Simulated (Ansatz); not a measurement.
**revPBE/def2-SVP run of C2H5BO (SMILES B1CCO1)**

What is the vertical ionisation energy of C2H5BO at revPBE/def2-SVP? 

The results are computed with Ansatz 0.2.0.

68 further runs of the same task are left out: 68 set aside as unsound or not needed.

**1. The structure to begin with**

C2H5BO: 9 atoms, total charge 0, spin state singlet. SMILES: `B1CCO1`. The coordinates come from a PBE0-D4/def2-TZVP relaxation.

Bond lengths: B1–C2 1.580 Å, C2–C3 1.533 Å, B1–O4 1.364 Å, C3–O4 1.455 Å, B1–H5 1.195 Å, C2–H6 1.091 Å, C2–H7 1.091 Å, C3–H8 1.092 Å, C3–H9 1.092 Å. Some angles: B1–C2–C3 80.2°, C2–B1–O4 95.4°, C2–C3–O4 93.7°, B1–O4–C3 90.7°, B1–C2–H6 117.4°, B1–C2–H7 117.4°, C3–C2–H6 115.4°, C3–C2–H7 115.4°, C2–B1–H5 139.9°, O4–B1–H5 124.7°.

**2. The energy at revPBE/def2-SVP**

run.yaml reads:

```yaml
basis:
  gaussian: {orbitals: def2-SVP}
crystal:
  periodic: [false, false, false]
  atoms:
    - {symbol: B, position_ang: [-0.402600, 0.301700, -1.082000]}
    - {symbol: C, position_ang: [0.506000, 0.617000, 0.171000]}
    - {symbol: C, position_ang: [-0.098600, -0.719600, 0.617700]}
    - {symbol: O, position_ang: [-0.884800, -0.878500, -0.596200]}
    - {symbol: H, position_ang: [-0.697000, 0.772800, -2.139500]}
    - {symbol: H, position_ang: [0.236300, 1.479000, 0.782200]}
    - {symbol: H, position_ang: [1.586200, 0.614100, 0.021000]}
    - {symbol: H, position_ang: [-0.757600, -0.681300, 1.487200]}
    - {symbol: H, position_ang: [0.600600, -1.551500, 0.721500]}
hamiltonian: {xc: {name: revPBE}}
accuracy: high
output: {orbitals: {seedname: orbitals}}
```

Run with:

```
$ ansatz run run.yaml --threads 1 --pin off --max-ram 3480MiB --events-out events.jsonl --progress --plain --runs-dir runs
```

The log of the run:

```text
Warning: RAYON_NUM_THREADS=1 ignored (pool sized by the plan → 1); use --threads N
Functional definition: revPBE
  name "revPBE"
  parameter kappa = 1.245
  parameter beta = 0.06672455060314922
  exchange = pbe_x(kappa = kappa, mu = beta*pi^2/3)
  correlation = pbe_c(beta = beta)
1978 factors; integrals over basis functions are off by at most 3.5e-9 eV
mean field evaluation 1: about -4866.8386 eV, gradient 5.4e1 eV
mean field evaluation 2: about -4854.4434 eV, gradient 9.1e1 eV
mean field evaluation 4: about -4873.8263 eV, gradient 6.6e0 eV
mean field evaluation 8: about -4873.9147 eV, gradient 1.0e-1 eV
mean field evaluation 16: about -4873.9147 eV, gradient 1.1e-6 eV
mean field -4873.91471646 eV, -179.1130621718 hartree, gradient 2.3e-8 eV, S^2 0.000000; 0 other end points of the search recorded, 0 dependent functions left out
reference -4873.91472047 eV, -179.1130623191 hartree; 15, 15 occupied and 66, 66 virtual orbitals, 1978 factors
Total energy: -4873.91472047 eV, -179.1130623191 hartree
```

Wall time 4.8 s (1 thread of Arm Neoverse V2, shared host); peak memory 0.21 GiB.

**3. The doublet cation, same level**

job.yaml reads:

```yaml
crystal:
  periodic: [false, false, false]
  atoms:
    - {symbol: B, position_ang: [-0.402600, 0.301700, -1.082000]}
    - {symbol: C, position_ang: [0.506000, 0.617000, 0.171000]}
    - {symbol: C, position_ang: [-0.098600, -0.719600, 0.617700]}
    - {symbol: O, position_ang: [-0.884800, -0.878500, -0.596200]}
    - {symbol: H, position_ang: [-0.697000, 0.772800, -2.139500]}
    - {symbol: H, position_ang: [0.236300, 1.479000, 0.782200]}
    - {symbol: H, position_ang: [1.586200, 0.614100, 0.021000]}
    - {symbol: H, position_ang: [-0.757600, -0.681300, 1.487200]}
    - {symbol: H, position_ang: [0.600600, -1.551500, 0.721500]}
basis:
  gaussian:
    orbitals: def2-SVP
total_charge: 1
magnetization:
  spin_polarized: true
  initial_magnetization: 1
hamiltonian:
  xc: {name: revPBE}
accuracy: high
output: {orbitals: {seedname: orbitals}}
```

Run with:

```
$ ansatz run job.yaml --threads 1 --pin off --max-ram 3480MiB --events-out events.jsonl --progress --plain --runs-dir runs
```

The log of the run, cut to the lines that bear on the results:

```text
Warning: RAYON_NUM_THREADS=1 ignored (pool sized by the plan → 1); use --threads N
[... 6 set-up lines as earlier in the session ...]
1976 factors; integrals over basis functions are off by at most 3.5e-9 eV
mean field evaluation 1: about -4845.2113 eV, gradient 6.1e1 eV
mean field evaluation 2: about -4753.3375 eV, gradient 1.4e2 eV
mean field evaluation 4: about -4857.6464 eV, gradient 3.4e1 eV
mean field evaluation 8: about -4863.4906 eV, gradient 5.5e-1 eV
mean field evaluation 16: about -4863.4947 eV, gradient 4.0e-4 eV
mean field evaluation 32: about -4863.3760 eV, gradient 8.8e-1 eV
mean field -4863.49468273 eV, -178.7301329952 hartree, gradient 6.3e-8 eV, S^2 0.752281; 6 other end points of the search recorded, 0 dependent functions left out
reference -4863.49468671 eV, -178.7301331414 hartree; 15, 14 occupied and 66, 67 virtual orbitals, 1976 factors
Total energy: -4863.49468671 eV, -178.7301331414 hartree
```

It took 11 s on 1 thread of Arm Neoverse V2, shared host; peak memory 0.26 GiB.

**4. What came out**

Level: revPBE/def2-SVP.

```
                                          quantity          value
                      singlet C2H5BO: total energy  -179.11306 Eh
                       singlet C2H5BO: HOMO energy       -6.80 eV
                       singlet C2H5BO: LUMO energy       -0.85 eV
                     singlet C2H5BO: HOMO–LUMO gap        5.96 eV
                      doublet cation: total energy  -178.73013 Eh
doublet cation: HOMO energy (highest over α and β)      -14.42 eV
 doublet cation: LUMO energy (lowest over α and β)      -14.02 eV
                              doublet cation: ⟨S²⟩          0.752
vertical ionisation energy (to the doublet cation)      10.420 eV
```

The vertical ionisation energy comes to 10.42 eV (1005 kJ/mol). The negative HOMO energy of the first species, 6.80 eV, lies 3.62 eV below that difference.
